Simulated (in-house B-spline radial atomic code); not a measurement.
# Rh²⁵⁺: binding energies from hole states

Wanted: ΔSCF binding energies of Rh²⁵⁺.

The numbers are computed with in-house B-spline radial atomic code version 1 (Dirac-Hartree-Fock, average of configuration, Fermi nucleus, basis-set limit), except any that are marked as measured or tabulated.

### 1 What is computed

```
element       : rhodium (Z = 45)
charge        : +25
electrons     : 20
configuration : [Ar] 3d2
Hamiltonian   : Dirac-Coulomb
nucleus       : Fermi, rms radius 4.495 fm
```

The outer shells:

[Ar] 3d2
```
[Ar] core
3d [↑ ][↑ ][  ][  ][  ]
```

The boxes draw the filling by Hund's rule, which heavy ions in jj coupling don't follow; these runs average over all states of the configuration.

Settings, as recorded:

```ini
Z = 45
electrons = 20.0
configuration = [Ar] 3d2
hamiltonian = dirac
method = hf
spin_polarised = False
nucleus = fermi
rms_radius = 4.4945
mass_number = 103
atomic_mass = 102.905494081
speed_of_light = 137.035999084
```

This reference run was done before. Its total energy is -4389.892245 hartree, and its levels are (the highest eight at most):

```csv
orbital,occupation,energy (eV),<r> (bohr)
2s1/2,2,-4526.41,0.1402
2p1/2,2,-4264.46,0.1193
2p3/2,4,-4117.38,0.1239
3s1/2,2,-1549.02,0.3590
3p1/2,2,-1444.70,0.3472
3p3/2,4,-1412.93,0.3551
3d3/2,0.8,-1273.37,0.3154
3d5/2,1.2,-1266.68,0.3178
```

### 2 The 1s hole

Settings: those of step 1 with these lines changed.

```diff
@@ -1,4 +1,4 @@
 Z = 45
-electrons = 20.0
-configuration = [Ar] 3d2
+electrons = 19.0
+configuration = 1s1 2s2 2p6 3s2 3p6 3d2
 hamiltonian = dirac
```

Main fields of the result record, rounded:

```text
{
  "status": "converged",
  "iterations": 8,
  "energy [hartree]": {"total": -3493.02579638, "kinetic": 3645.31986137, "nuclear": -7833.12395965, "coulomb": 763.575435272, "exact_exchange": -68.7971333715},
  "breit [hartree]": {"gaunt": 1.422449, "retardation": -0.1841391, "frequency_dependence": -0.01358397},
  "qed [hartree]": {"self_energy": 1.356216, "uehling": -0.1594922, "wichmann_kroll": 0.002726406},
  "recoil [hartree]": 0.01479957,
  "total_with_corrections [hartree]": -3490.586821,
  "orbitals [hartree, bohr; first row names the columns]": [
    ["name", "occ", "eps", "<r>"],
    ["1s1/2", 1.0, -924.6192, 0.032495],
    ["2s1/2", 2.0, -173.88304, 0.13794],
    ["2p1/2", 2.0, -165.6315, 0.11656],
    ["2p3/2", 4.0, -159.8009, 0.12125],
    ["3s1/2", 2.0, -60.251899, 0.35135],
    ["3p1/2", 2.0, -56.649539, 0.33769],
    ["3p3/2", 4.0, -55.377402, 0.34551],
    ["3d3/2", 0.8, -50.207608, 0.30555],
    ["3d5/2", 1.2, -49.930866, 0.30795]
  ],
  "sum_r [bohr^k]": {"-1": 174.0705, "1": 4.400617, "2": 1.464559},
  "energy_minus_base [hartree]": 896.866448,
  "energy_minus_base_with_corrections [hartree]": 894.332489
}
```

Wall time 0.43 s (1 thread, shared host).

energy_minus_base is the energy less that of the reference run.

### 3 The 2s hole

Settings: those of step 2 with these lines changed.

```diff
@@ -2,3 +2,3 @@
 electrons = 19.0
-configuration = 1s1 2s2 2p6 3s2 3p6 3d2
+configuration = 1s2 2s1 2p6 3s2 3p6 3d2
 hamiltonian = dirac
```

Result record:

```text
{
  "status": "converged",
  "iterations": 8,
  "energy [hartree]": {"total": -4223.90303943, "kinetic": 4414.94353566, "nuclear": -9376.51230607, "coulomb": 825.983867762, "exact_exchange": -88.3181367901},
  "breit [hartree]": {"gaunt": 3.093934, "retardation": -0.307215, "frequency_dependence": -0.02586823},
  "qed [hartree]": {"self_energy": 2.194096, "uehling": -0.2643566, "wichmann_kroll": 0.004520397},
  "recoil [hartree]": 0.01647668,
  "total_with_corrections [hartree]": -4219.19145246,
  "orbitals [hartree, bohr; first row names the columns]": [
    ["name", "occ", "eps", "<r>"],
    ["1s1/2", 2.0, -905.58297, 0.032622],
    ["2s1/2", 1.0, -172.09931, 0.13993],
    ["2p1/2", 2.0, -162.23167, 0.11833],
    ["2p3/2", 4.0, -156.73031, 0.12295],
    ["3s1/2", 2.0, -59.80234, 0.35331],
    ["3p1/2", 2.0, -56.166963, 0.34061],
    ["3p3/2", 4.0, -54.945788, 0.34824],
    ["3d3/2", 0.8, -50.093969, 0.30698],
    ["3d5/2", 1.2, -49.825441, 0.30931]
  ],
  "sum_r [bohr^k]": {"-1": 208.3687, "1": 4.331188, "2": 1.465952},
  "energy_minus_base [hartree]": 165.989205,
  "energy_minus_base_with_corrections [hartree]": 165.727858
}
```

It took 0.43 s on 1 thread, shared host.

### 4 The 2p1/2 hole

In configurations, a minus sign after the shell means j = l − 1/2 and a plus sign j = l + 1/2; the count of electrons follows.

Settings: those of step 3 with these lines changed.

```diff
@@ -2,3 +2,3 @@
 electrons = 19.0
-configuration = 1s2 2s1 2p6 3s2 3p6 3d2
+configuration = 1s2 2s2 2p-1 2p+4 3s2 3p6 3d2
 hamiltonian = dirac
```

Result record:

```text
{
  "status": "converged",
  "iterations": 8,
  "energy [hartree]": {"total": -4233.60937181, "kinetic": 4426.13330039, "nuclear": -9389.4134542, "coulomb": 818.33138702, "exact_exchange": -88.6606050174},
  "breit [hartree]": {"gaunt": 2.976522, "retardation": -0.2875756, "frequency_dependence": -0.02491493},
  "qed [hartree]": {"self_energy": 2.317858, "uehling": -0.2780153, "wichmann_kroll": 0.004751059},
  "recoil [hartree]": 0.01713498,
  "total_with_corrections [hartree]": -4228.88361176,
  "orbitals [hartree, bohr; first row names the columns]": [
    ["name", "occ", "eps", "<r>"],
    ["1s1/2", 2.0, -906.92796, 0.032593],
    ["2s1/2", 2.0, -171.85882, 0.13919],
    ["2p1/2", 1.0, -163.51827, 0.11891],
    ["2p3/2", 4.0, -157.64644, 0.12266],
    ["3s1/2", 2.0, -59.942618, 0.3531],
    ["3p1/2", 2.0, -56.133555, 0.34003],
    ["3p3/2", 4.0, -55.044249, 0.34763],
    ["3d3/2", 0.8, -50.053492, 0.30717],
    ["3d5/2", 1.2, -49.907359, 0.30859]
  ],
  "sum_r [bohr^k]": {"-1": 208.6554, "1": 4.345934, "2": 1.467725},
  "energy_minus_base [hartree]": 156.282873,
  "energy_minus_base_with_corrections [hartree]": 156.035698
}
```

It took 0.42 s on 1 thread, shared host.

### 5 The 2p3/2 hole

Settings: those of step 4 with these lines changed.

```diff
@@ -2,3 +2,3 @@
 electrons = 19.0
-configuration = 1s2 2s2 2p-1 2p+4 3s2 3p6 3d2
+configuration = 1s2 2s2 2p-2 2p+3 3s2 3p6 3d2
 hamiltonian = dirac
```

Result record:

```text
{
  "status": "converged",
  "iterations": 8,
  "energy [hartree]": {"total": -4238.99234894, "kinetic": 4443.00753014, "nuclear": -9413.33712639, "coulomb": 820.282329439, "exact_exchange": -88.945082118},
  "breit [hartree]": {"gaunt": 3.056467, "retardation": -0.2875272, "frequency_dependence": -0.02011872},
  "qed [hartree]": {"self_energy": 2.307233, "uehling": -0.2782814, "wichmann_kroll": 0.004756046},
  "recoil [hartree]": 0.01708656,
  "total_with_corrections [hartree]": -4234.19273354,
  "orbitals [hartree, bohr; first row names the columns]": [
    ["name", "occ", "eps", "<r>"],
    ["1s1/2", 2.0, -906.51172, 0.032597],
    ["2s1/2", 2.0, -171.76124, 0.13923],
    ["2p1/2", 2.0, -163.04895, 0.11812],
    ["2p3/2", 3.0, -157.6254, 0.12361],
    ["3s1/2", 2.0, -59.928375, 0.35318],
    ["3p1/2", 2.0, -56.250876, 0.34011],
    ["3p3/2", 4.0, -54.966381, 0.34731],
    ["3d3/2", 0.8, -50.15717, 0.30642],
    ["3d5/2", 1.2, -49.821094, 0.30926]
  ],
  "sum_r [bohr^k]": {"-1": 209.1871, "1": 4.342789, "2": 1.46745},
  "energy_minus_base [hartree]": 150.899896,
  "energy_minus_base_with_corrections [hartree]": 150.726576
}
```

It took 0.5 s on 1 thread, shared host.

Radial density 4πr²n(r) and radial functions P(r) = rR(r):

```csv
r (bohr),4πr²n,2p3/2,3d5/2
0.00203,3.729,0.0102,0.0000
0.00284,6.538,0.0194,0.0001
0.00399,11.21,0.0369,0.0002
0.00559,18.35,0.0693,0.0005
0.00783,28.36,0.1282,0.0013
0.0110,40.61,0.2337,0.0035
0.0154,51.94,0.4120,0.0089
0.0215,57.64,0.6964,0.0220
0.0302,54.58,1.1275,0.0535
0.0423,47.81,1.6913,0.1236
0.0593,49.83,2.2990,0.2686
0.0831,61.17,2.7252,0.5359
0.116,58.89,2.6839,0.9493
0.163,36.74,2.0450,1.4614
0.229,30.58,1.0982,1.8315
0.320,35.99,0.3809,1.7462
0.449,18.86,0.0771,1.1505
0.629,2.923,0.0106,0.4573
0.882,0.09135,0.0012,0.0888
1.24,0.0003143,0.0001,0.0061
```

Clear maxima of the radial density (full grid of the record): 0.021, 0.098, 0.32 bohr.

### 6 The 3s hole

Settings: those of step 5 with these lines changed.

```diff
@@ -2,3 +2,3 @@
 electrons = 19.0
-configuration = 1s2 2s2 2p-2 2p+3 3s2 3p6 3d2
+configuration = 1s2 2s2 2p6 3s1 3p6 3d2
 hamiltonian = dirac
```

Result record:

```text
{
  "status": "converged",
  "iterations": 8,
  "energy [hartree]": {"total": -4333.01384392, "kinetic": 4533.66840583, "nuclear": -9637.56260256, "coulomb": 865.420726428, "exact_exchange": -94.5403736285},
  "breit [hartree]": {"gaunt": 3.229095, "retardation": -0.3148847, "frequency_dependence": -0.0250777},
  "qed [hartree]": {"self_energy": 2.282098, "uehling": -0.2745598, "wichmann_kroll": 0.004693452},
  "recoil [hartree]": 0.01695791,
  "total_with_corrections [hartree]": -4328.09552112,
  "orbitals [hartree, bohr; first row names the columns]": [
    ["name", "occ", "eps", "<r>"],
    ["1s1/2", 2.0, -901.39968, 0.03262],
    ["2s1/2", 2.0, -169.19495, 0.1402],
    ["2p1/2", 2.0, -159.70781, 0.11913],
    ["2p3/2", 4.0, -154.28916, 0.12379],
    ["3s1/2", 1.0, -59.345734, 0.35622],
    ["3p1/2", 2.0, -55.271595, 0.34437],
    ["3p3/2", 4.0, -54.079818, 0.35212],
    ["3d3/2", 0.8, -49.233584, 0.31184],
    ["3d5/2", 1.2, -48.980747, 0.31415]
  ],
  "sum_r [bohr^k]": {"-1": 214.1698, "1": 4.158956, "2": 1.375845},
  "energy_minus_base [hartree]": 56.8784006,
  "energy_minus_base_with_corrections [hartree]": 56.8237889
}
```

Run time: 0.43 s. Hardware: 1 thread, shared host.

### 7 The 3p1/2 hole

Settings: those of step 6 with these lines changed.

```diff
@@ -2,3 +2,3 @@
 electrons = 19.0
-configuration = 1s2 2s2 2p6 3s1 3p6 3d2
+configuration = 1s2 2s2 2p6 3s2 3p-1 3p+4 3d2
 hamiltonian = dirac
```

Result record:

```text
{
  "status": "converged",
  "iterations": 8,
  "energy [hartree]": {"total": -4336.85470039, "kinetic": 4537.95733342, "nuclear": -9643.36720372, "coulomb": 863.636017748, "exact_exchange": -95.080847841},
  "breit [hartree]": {"gaunt": 3.204377, "retardation": -0.3103312, "frequency_dependence": -0.02496684},
  "qed [hartree]": {"self_energy": 2.310078, "uehling": -0.2775897, "wichmann_kroll": 0.004744544},
  "recoil [hartree]": 0.01715437,
  "total_with_corrections [hartree]": -4331.93123429,
  "orbitals [hartree, bohr; first row names the columns]": [
    ["name", "occ", "eps", "<r>"],
    ["1s1/2", 2.0, -901.62026, 0.032617],
    ["2s1/2", 2.0, -169.39045, 0.13998],
    ["2p1/2", 2.0, -159.72341, 0.1193],
    ["2p3/2", 4.0, -154.43905, 0.12374],
    ["3s1/2", 2.0, -59.104492, 0.35655],
    ["3p1/2", 1.0, -55.592218, 0.3438],
    ["3p3/2", 4.0, -54.268335, 0.35181],
    ["3d3/2", 0.8, -49.148612, 0.31148],
    ["3d5/2", 1.2, -49.068046, 0.31399]
  ],
  "sum_r [bohr^k]": {"-1": 214.2989, "1": 4.168872, "2": 1.38191},
  "energy_minus_base [hartree]": 53.0375442,
  "energy_minus_base_with_corrections [hartree]": 52.9880757
}
```

Run time: 0.43 s. Hardware: 1 thread, shared host.

### 8 The 3p3/2 hole

Settings: those of step 7 with these lines changed.

```diff
@@ -2,3 +2,3 @@
 electrons = 19.0
-configuration = 1s2 2s2 2p6 3s2 3p-1 3p+4 3d2
+configuration = 1s2 2s2 2p6 3s2 3p-2 3p+3 3d2
 hamiltonian = dirac
```

Result record:

```text
{
  "status": "converged",
  "iterations": 8,
  "energy [hartree]": {"total": -4338.01865471, "kinetic": 4541.61017349, "nuclear": -9649.02872469, "coulomb": 864.560473159, "exact_exchange": -95.1605766687},
  "breit [hartree]": {"gaunt": 3.221657, "retardation": -0.3102823, "frequency_dependence": -0.02382238},
  "qed [hartree]": {"self_energy": 2.307837, "uehling": -0.2776576, "wichmann_kroll": 0.004745808},
  "recoil [hartree]": 0.01713831,
  "total_with_corrections [hartree]": -4333.07903878,
  "orbitals [hartree, bohr; first row names the columns]": [
    ["name", "occ", "eps", "<r>"],
    ["1s1/2", 2.0, -901.51838, 0.032617],
    ["2s1/2", 2.0, -169.33667, 0.13999],
    ["2p1/2", 2.0, -159.80435, 0.11909],
    ["2p3/2", 4.0, -154.31559, 0.12395],
    ["3s1/2", 2.0, -59.08005, 0.3566],
    ["3p1/2", 2.0, -55.435298, 0.34421],
    ["3p3/2", 3.0, -54.286787, 0.35169],
    ["3d3/2", 0.8, -49.274884, 0.31178],
    ["3d5/2", 1.2, -48.938858, 0.31397]
  ],
  "sum_r [bohr^k]": {"-1": 214.4247, "1": 4.162058, "2": 1.376584},
  "energy_minus_base [hartree]": 51.8735899,
  "energy_minus_base_with_corrections [hartree]": 51.8402712
}
```

Wall time 0.45 s (1 thread, shared host).

### 9 The 3d hole

Settings: those of step 8 with these lines changed.

```diff
@@ -2,3 +2,3 @@
 electrons = 19.0
-configuration = 1s2 2s2 2p6 3s2 3p-2 3p+3 3d2
+configuration = 1s2 2s2 2p6 3s2 3p6 3d1
 hamiltonian = dirac
```

Result record:

```text
{
  "status": "converged",
  "iterations": 8,
  "energy [hartree]": {"total": -4343.31194223, "kinetic": 4547.38877796, "nuclear": -9657.12423521, "coulomb": 864.061956321, "exact_exchange": -97.6384412994},
  "breit [hartree]": {"gaunt": 3.247195, "retardation": -0.314399, "frequency_dependence": -0.02487466},
  "qed [hartree]": {"self_energy": 2.310036, "uehling": -0.277647, "wichmann_kroll": 0.004745769},
  "recoil [hartree]": 0.01722062,
  "total_with_corrections [hartree]": -4338.34966583,
  "orbitals [hartree, bohr; first row names the columns]": [
    ["name", "occ", "eps", "<r>"],
    ["1s1/2", 2.0, -901.45005, 0.032622],
    ["2s1/2", 2.0, -169.58798, 0.14],
    ["2p1/2", 2.0, -159.99053, 0.11911],
    ["2p3/2", 4.0, -154.57638, 0.12376],
    ["3s1/2", 2.0, -59.359039, 0.35595],
    ["3p1/2", 2.0, -55.543547, 0.34376],
    ["3p3/2", 4.0, -54.349752, 0.35143],
    ["3d3/2", 0.4, -49.473803, 0.31093],
    ["3d5/2", 0.6, -49.220135, 0.31323]
  ],
  "sum_r [bohr^k]": {"-1": 214.6046, "1": 4.195952, "2": 1.401635},
  "energy_minus_base [hartree]": 46.5803023,
  "energy_minus_base_with_corrections [hartree]": 46.5696442
}
```

Run time: 0.43 s. Hardware: 1 thread, shared host.

### 10 Binding energies

| hole | ΔSCF (eV) | with Breit, QED, recoil (eV) | −ε of the parent (eV) | −ε less ΔSCF (eV) |
| --- | --- | --- | --- | --- |
| 1s | 24405.0 | 24336.0 | 24439.0 | 33.98 |
| 2s | 4516.80 | 4509.68 | 4526.41 | 9.62 |
| 2p1/2 | 4252.67 | 4245.95 | 4264.46 | 11.79 |
| 2p3/2 | 4106.20 | 4101.48 | 4117.38 | 11.19 |
| 3s | 1547.74 | 1546.25 | 1549.02 | 1.28 |
| 3p1/2 | 1443.23 | 1441.88 | 1444.70 | 1.47 |
| 3p3/2 | 1411.55 | 1410.65 | 1412.93 | 1.38 |
| 3d | 1267.51 | 1267.22 | - | - |

**Reading.** Koopmans' values overshoot, as they freeze the orbitals; relaxation lowers the cost by 34.0 eV for 1s and 1.38 eV for 3p3/2. The difference of the 1s and 2p3/2 holes gives a Kα1 line at 20234.5 eV for this charge state (with Breit, QED and recoil). The spin-orbit splitting of the 2p hole is 144.47 eV with those corrections. A dash stands where an open shell is averaged over j, so that no single parent level belongs to the hole. Values are for the free ion, measured from the vacuum level.
